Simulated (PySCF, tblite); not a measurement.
# C5H10SSi: geometry, infrared bands and NMR shifts

What infrared bands and NMR shifts should C5H10SSi (`C#C[SiH2]SC(C)C`) show?

Computed with tblite 0.8.0 and PySCF 2.14.0, with density-fitted response routines of our own, on a single molecule in the gas phase. Atoms are numbered from 0 throughout.

### 1 The starting structure

17 atoms, charge 0, multiplicity 1; geometry from: force field or distance geometry start.

Bonds of the start (Å): C0–C1 1.21, C1–Si2 1.86, Si2–S3 2.17, S3–C4 1.83, C4–C5 1.52, C4–C6 1.53, C0–H7 1.07, Si2–H8 1.48, Si2–H9 1.49, C4–H10 1.09, C5–H11 1.09, C5–H12 1.11, C5–H13 1.10, C6–H14 1.10, C6–H15 1.11, C6–H16 1.09.

### 2 Optimising the geometry with GFN2-xTB

What the job is given:

```
{"job": {"kind": "relax", "xc": "GFN2-xTB", "basis": "xTB"}, "charge": 0, "multiplicity": 1}
C      3.412400     1.148200     0.664600
C      2.804200     0.206900     0.220600
Si     1.886100    -1.271400    -0.446100
S      0.064700    -0.543300    -1.367000
C     -0.868700     0.217800     0.017000
C     -1.651800    -0.838300     0.785200
C     -1.819700     1.260800    -0.583500
H      3.937900     1.999600     1.051700
H      2.680000    -1.986400    -1.474100
H      1.503900    -2.207700     0.643400
H     -0.179700     0.733900     0.683200
H     -2.361200    -1.376600     0.149900
H     -2.226200    -0.367200     1.604800
H     -0.977300    -1.573500     1.249600
H     -1.277700     2.045700    -1.121500
H     -2.386500     1.754800     0.230900
H     -2.547300     0.808700    -1.259800
```

Launch:

```console
$ OMP_NUM_THREADS=1 python probes_run.py task.json out
```

The driver reads the jobs from task.json and runs them one after another.

**Question.** This job is followed by: GFN2-xTB harmonic vibrations, gas phase; GIAO PBE0/pcSseg-1 NMR shielding, non-relativistic, gas phase. Predict these results of the whole session: strongest single infrared mode (GFN2-xTB); zero-point energy (GFN2-xTB); ¹³C shifts against TMS (PBE0/pcSseg-1, means over atoms taken as alike); ¹H shifts against TMS (PBE0/pcSseg-1, means over atoms taken as alike); ²⁹Si shifts against TMS (PBE0/pcSseg-1); ³³S shifts against CS2 (PBE0/pcSseg-1).

As calculated:

| quantity | value |
| --- | --- |
| strongest single infrared mode (GFN2-xTB) | 719 cm⁻¹, 401 km/mol |
| zero-point energy (GFN2-xTB) | 81.2 kcal/mol |
| ¹³C shifts against TMS (PBE0/pcSseg-1, means over atoms taken as alike) | 105.0, 86.2, 40.8, 28.0 ppm |
| ¹H shifts against TMS (PBE0/pcSseg-1, means over atoms taken as alike) | 4.98, 3.24, 2.07, 1.44 ppm |
| ²⁹Si shifts against TMS (PBE0/pcSseg-1) | -55.5 ppm |
| ³³S shifts against CS2 (PBE0/pcSseg-1) | -86 ppm |

**Reading.** The optimisation took 93 steps and gained 0.096 eV; among the close pairs (by a distance rule), Si2–H8 changed most, from 1.483 to 1.452 Å. No mode is imaginary among the 45: a minimum at this level. The strongest single mode, at 719 cm⁻¹, has its largest shares on Si2, H9 and H8 (the list is cut at 3 atoms). Unscaled tight-binding wavenumbers are off by several per cent, some by more. Its intensities can rank the bands wrongly. At PBE0/pcSseg-1: The largest span, 386 ppm, is at S3, where the paramagnetic term is -470 ppm.
